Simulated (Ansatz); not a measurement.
Run this with the Ansatz DFT code, driven from Python and show what comes out.

`run_cas.py`
```python
"""Static correlation in GeH5N: natural occupations of an active space."""

import ansatz as az
from ase import Atoms


def main() -> None:
    atoms = Atoms(["N", "Ge", "H", "H", "H", "H", "H"], positions=[
        (-0.0718, -1.2491, -0.126),
        (0.1555, 0.636, -0.1481),
        (0.3121, -1.5721, 0.7073),
        (-1.0723, -1.3406, -0.0151),
        (-0.5725, 1.2586, -1.3778),
        (-0.3943, 1.2671, 1.1636),
        (1.7047, 0.9322, -0.2496),
    ])
    geometry = az.Crystal.molecule_from_ase(atoms)

    calc = (
        geometry.calculation()
        .basis(gaussian="def2-SVP")
        .correlation(active_electrons=2, active_orbitals=3)
    )
    for method in ["sc_nevpt2"]:
        rep = (calc if method is None else calc.correlation(method)).run().report
        space = rep["configurations"]
        state = space["states"][0]
        print(method or "casscf", f"total {rep['free_energy_ev'] / 27.211386246:.6f} Ha, active-space state {state['energy']['hartree']:.6f} Ha, mean field {rep['reference_energy_ev'] / 27.211386246:.6f} Ha")
        print("  determinants", state["n_determinants"], " natural occupations", [round(n, 3) for n in space["natural_occupations"]])
    print("effectively unpaired electrons, sum of min(n, 2 - n):", round(sum(min(n, 2 - n) for n in space["natural_occupations"]), 3))


if __name__ == "__main__":
    main()
```

```console
$ python run_cas.py
sc_nevpt2 total -2132.824793 Ha, active-space state -2132.429930 Ha, mean field -2132.410266 Ha
  determinants 9  natural occupations [1.975, 0.024, 0.002]
effectively unpaired electrons, sum of min(n, 2 - n): 0.051
```

Reading the output:
- Total energies depend on the basis set; only differences at equal settings carry meaning.
- The geometry is a force-field or estimated start, not a minimum of this method, and the basis set is short of its limit. The active space starts as a window about the frontier orbitals and is then optimised, not chosen by chemistry.
- Timing: 5.2 s on 1 thread of AMD EPYC 9B14 (Zen 4), on a shared host, peak memory 0.23 GiB.
